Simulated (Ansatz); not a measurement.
# H7NSi2: the cost of one run

The runs use Ansatz 0.2.0, Gaussian basis; PBE0-D4/def2-TZVP structures, single points in def2-TZVPP, no counterpoise correction.

Levels: SPW92, PBE-D4, BLYP-D4, r2SCAN-D4, B97M-V, PBE0-D4, B3LYP-D4, r2SCAN0-D4, BHLYP-D4, CAM-B3LYP-D4, wB97X-V, wB97M-V, B2PLYP, PBE-QIDH, RPA on PBE, Hartree-Fock, MP2, CCSD, CCSD(T).

Correlated methods freeze the cores. B3LYP uses VWN-RPA correlation. B2PLYP carries no dispersion term here.

94 further runs of the same task are left out: 94 set aside as unsound or not needed.

### 1 Where the work starts

The complex: 12 atoms, charge 0, spin multiplicity 1.

Atoms are counted from 1 here; the program's logs count them from 0.

Bond lengths: Si1–H3 1.487 Å, Si1–H4 1.488 Å, Si1–N5 1.721 Å, Si1–Si7 2.357 Å, Cl2–H6 1.287 Å, N5–H8 1.009 Å, N5–H9 1.007 Å, Si7–H10 1.489 Å, Si7–H11 1.500 Å, Si7–H12 1.489 Å. Angles: H3–Si1–H4 109.7°, H3–Si1–N5 108.8°, H3–Si1–Si7 107.6°, H4–Si1–N5 108.0°, H4–Si1–Si7 107.0°, N5–Si1–Si7 115.7°, Si1–N5–H8 118.7°, Si1–N5–H9 119.4°, H8–N5–H9 111.0°, Si1–Si7–H10 111.6°, Si1–Si7–H11 111.1°, Si1–Si7–H12 112.7°, H10–Si7–H11 106.1°, H10–Si7–H12 108.7°, H11–Si7–H12 106.4°.

Coordinates:

```mol
ClH8NSi2
  3D, bonds by distance, orders not assigned

 12 10  0  0  0  0  0  0  0  0999 V2000
   -1.1093    0.3207    0.4444 Si  0  0
    0.9181   -2.6885   -1.2806 Cl  0  0
   -2.0273   -0.1909   -0.6080 H   0  0
   -1.8038    1.3589    1.2533 H   0  0
   -0.6891   -0.9775    1.4925 N   0  0
    1.2021   -1.4427   -1.4378 H   0  0
    0.6939    1.3834   -0.6396 Si  0  0
   -0.3040   -1.8193    1.0912 H   0  0
   -0.2639   -0.7757    2.3833 H   0  0
    1.6771    1.9275    0.3378 H   0  0
    1.4524    0.4169   -1.4993 H   0  0
    0.2536    2.4872   -1.5372 H   0  0
  1  3  8  0
  1  4  8  0
  1  5  8  0
  1  7  8  0
  2  6  8  0
  5  8  8  0
  5  9  8  0
  7 10  8  0
  7 11  8  0
  7 12  8  0
M  END
```

Its parts: Si2NH7 holds atoms 1, 3, 4, 5, 7, 8, 9, 10, 11, 12; HCl holds atoms 2, 6. Each part counts its atoms afresh in its own runs.

### 2 Relaxing Si2NH7 alone

relax-a/in.yaml reads:

```yaml
crystal:
  periodic: [false, false, false]
  atoms:
    - {symbol: Si, position_ang: [-1.109276, 0.320714, 0.444415]}
    - {symbol: H, position_ang: [-2.027259, -0.190898, -0.608042]}
    - {symbol: H, position_ang: [-1.803761, 1.358948, 1.253307]}
    - {symbol: N, position_ang: [-0.689064, -0.977510, 1.492491]}
    - {symbol: Si, position_ang: [0.693883, 1.383411, -0.639605]}
    - {symbol: H, position_ang: [-0.303951, -1.819301, 1.091212]}
    - {symbol: H, position_ang: [-0.263865, -0.775713, 2.383257]}
    - {symbol: H, position_ang: [1.677114, 1.927457, 0.337850]}
    - {symbol: H, position_ang: [1.452431, 0.416900, -1.499330]}
    - {symbol: H, position_ang: [0.253566, 2.487202, -1.537203]}
basis:
  gaussian: {orbitals: def2-TZVP}
hamiltonian: {xc: pbe0, dispersion: d4}
relax: {f_tol: 0.005, max_steps: 200}
```

On the command line:

```bash
$ ansatz run in.yaml --threads 4 --pin off --events-out ev --progress --plain --max-ram 9574MiB
```

**Question.** How long does this run take on 4 threads of Intel Xeon at 2.50GHz, shared host?

About 26 s.
